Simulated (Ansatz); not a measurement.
**BLYP/6-31G(d) (spherical functions) run of CH6OSeSi (SMILES CO[SiH2][SeH])**

Aim: the vertical ionisation energy of CH6OSeSi at BLYP/6-31G* (spherical functions), from 2 runs. 

Program for the calculation: Ansatz 0.2.0.

80 further runs of the same task are left out: 80 set aside as unsound or not needed.

## 1. Starting point

CH6OSeSi has 10 atoms, charge 0, and is taken as a singlet. As SMILES, `CO[SiH2][SeH]`. The coordinates come from a PBE0-D4/def2-TZVP relaxation. This is one conformer, not always the lowest.

Bond lengths: C1–O2 1.411 Å, O2–Si3 1.639 Å, Si3–Se4 2.261 Å, C1–H5 1.096 Å, C1–H6 1.096 Å, C1–H7 1.091 Å, Si3–H8 1.487 Å, Si3–H9 1.486 Å, Se4–H10 1.469 Å. Some angles: C1–O2–Si3 122.4°, O2–Si3–Se4 109.9°, O2–C1–H5 111.3°, O2–C1–H6 111.6°, O2–C1–H7 108.1°, O2–Si3–H8 109.0°, O2–Si3–H9 111.8°, Se4–Si3–H8 111.2°, Se4–Si3–H9 105.1°, Si3–Se4–H10 92.7°.

## 2. The energy at BLYP/6-31G(d) (spherical functions)

File input.yaml:

```yaml
basis:
  gaussian:
    orbitals: 6-31G_st_-spherical.json
crystal:
  periodic: [false, false, false]
  atoms:
    - symbol: C
      position_ang: [0.459500, 1.568200, 0.455800]
    - symbol: O
      position_ang: [0.708400, 0.213600, 0.148800]
    - symbol: Si
      position_ang: [-0.400300, -0.737700, -0.594100]
    - symbol: Se
      position_ang: [0.296800, -2.888700, -0.578100]
    - symbol: H
      position_ang: [0.431100, 2.182900, -0.450600]
    - symbol: H
      position_ang: [-0.487800, 1.693400, 0.993300]
    - symbol: H
      position_ang: [1.269800, 1.926000, 1.092500]
    - symbol: H
      position_ang: [-1.706900, -0.591200, 0.101000]
    - symbol: H
      position_ang: [-0.551900, -0.390800, -2.031500]
    - symbol: H
      position_ang: [0.064400, -3.026800, 0.865800]
hamiltonian:
  xc: {name: BLYP}
accuracy: high
output: {orbitals: {seedname: orbitals}}
```

The basis set 6-31G* is read from a file made from the Basis Set Exchange's data (not shown).

Launch:

```console
$ ansatz run input.yaml --threads 1 --pin off --max-ram 2610MiB --events-out events.jsonl --progress --plain --runs-dir runs
```

Output:

```text
Warning: RAYON_NUM_THREADS=1 ignored (pool sized by the plan → 1); use --threads N
Functional definition: BLYP
  name "BLYP"
  parameter beta = 0.0042
  parameter a = 0.04918
  parameter b = 0.132
  parameter c = 0.2533
  parameter d = 0.349
  exchange = b88_x(beta = beta)
  correlation = lyp_c(a = a, b = b, c = c, d = d)
1991 factors; integrals over basis functions are off by at most 1.1e-8 eV
mean field evaluation 1: about -76394.8702 eV, gradient 5.4e1 eV
mean field evaluation 2: about -76367.5250 eV, gradient 1.3e2 eV
mean field evaluation 4: about -76400.9338 eV, gradient 8.9e0 eV
mean field evaluation 8: about -76401.0788 eV, gradient 4.7e-1 eV
mean field evaluation 16: about -76401.0794 eV, gradient 1.4e-4 eV
mean field -76401.07939330 eV, -2807.6878811921 hartree, gradient 6.9e-8 eV, S^2 0.000000; 0 other end points of the search recorded, 0 dependent functions left out
reference -76401.07944923 eV, -2807.6878832475 hartree; 34, 34 occupied and 56, 56 virtual orbitals, 1991 factors
Total energy: -76401.07944923 eV, -2807.6878832475 hartree
```

It took 8.4 s on 1 thread of Arm Neoverse V2, shared host; peak memory 0.23 GiB.

## 3. The doublet cation

File job.yaml:

```yaml
crystal:
  periodic: [false, false, false]
  atoms:
    - symbol: C
      position_ang: [0.459500, 1.568200, 0.455800]
    - symbol: O
      position_ang: [0.708400, 0.213600, 0.148800]
    - symbol: Si
      position_ang: [-0.400300, -0.737700, -0.594100]
    - symbol: Se
      position_ang: [0.296800, -2.888700, -0.578100]
    - symbol: H
      position_ang: [0.431100, 2.182900, -0.450600]
    - symbol: H
      position_ang: [-0.487800, 1.693400, 0.993300]
    - symbol: H
      position_ang: [1.269800, 1.926000, 1.092500]
    - symbol: H
      position_ang: [-1.706900, -0.591200, 0.101000]
    - symbol: H
      position_ang: [-0.551900, -0.390800, -2.031500]
    - symbol: H
      position_ang: [0.064400, -3.026800, 0.865800]
basis:
  gaussian: {orbitals: 6-31G_st_-spherical.json}
total_charge: 1
magnetization: {spin_polarized: true, initial_magnetization: 1}
hamiltonian: {xc: {name: BLYP}}
accuracy: high
output: {orbitals: {seedname: orbitals}}
```

The basis set 6-31G* is read from a file made from the Basis Set Exchange's data (not shown).

Launch:

```console
$ ansatz run job.yaml --threads 1 --pin off --max-ram 2610MiB --events-out events.jsonl --progress --plain --runs-dir runs
```

Output:

```text
Warning: RAYON_NUM_THREADS=1 ignored (pool sized by the plan → 1); use --threads N
Functional definition: BLYP
  name "BLYP"
  parameter beta = 0.0042
  parameter a = 0.04918
  parameter b = 0.132
  parameter c = 0.2533
  parameter d = 0.349
  exchange = b88_x(beta = beta)
  correlation = lyp_c(a = a, b = b, c = c, d = d)
1991 factors; integrals over basis functions are off by at most 1.1e-8 eV
mean field evaluation 1: about -76376.1867 eV, gradient 6.0e1 eV
mean field evaluation 2: about -76144.0411 eV, gradient 1.7e2 eV
mean field evaluation 4: about -76384.5101 eV, gradient 3.6e1 eV
mean field evaluation 8: about -76391.6459 eV, gradient 8.6e0 eV
mean field evaluation 16: about -76392.2610 eV, gradient 1.3e-7 eV
mean field evaluation 32: about -76392.1569 eV, gradient 4.4e-2 eV
mean field -76392.26102548 eV, -2807.3638121519 hartree, gradient 2.3e-8 eV, S^2 0.751692; 4 other end points of the search recorded, 0 dependent functions left out
reference -76392.26107970 eV, -2807.3638141448 hartree; 34, 33 occupied and 56, 57 virtual orbitals, 1991 factors
Total energy: -76392.26107970 eV, -2807.3638141448 hartree
```

It took 25 s on 1 thread of Arm Neoverse V2, shared host; peak memory 0.31 GiB.

## 4. Summary of results

At BLYP/6-31G* (spherical functions):

| quantity | value |
| --- | --- |
| singlet CH6OSeSi: total energy | -2807.68788 Eh |
| singlet CH6OSeSi: HOMO energy | -5.65 eV |
| singlet CH6OSeSi: LUMO energy | -0.22 eV |
| singlet CH6OSeSi: HOMO–LUMO gap | 5.43 eV |
| doublet cation: total energy | -2807.36381 Eh |
| doublet cation: HOMO energy (highest over α and β) | -11.87 eV |
| doublet cation: LUMO energy (lowest over α and β) | -11.76 eV |
| doublet cation: ⟨S²⟩ | 0.752 |
| vertical ionisation energy (to the doublet cation) | 8.818 eV |

In words: Removing an electron at fixed nuclei costs 8.82 eV (851 kJ/mol). −ε(HOMO) before ionisation, 5.65 eV, is 3.17 eV below this ionisation energy.
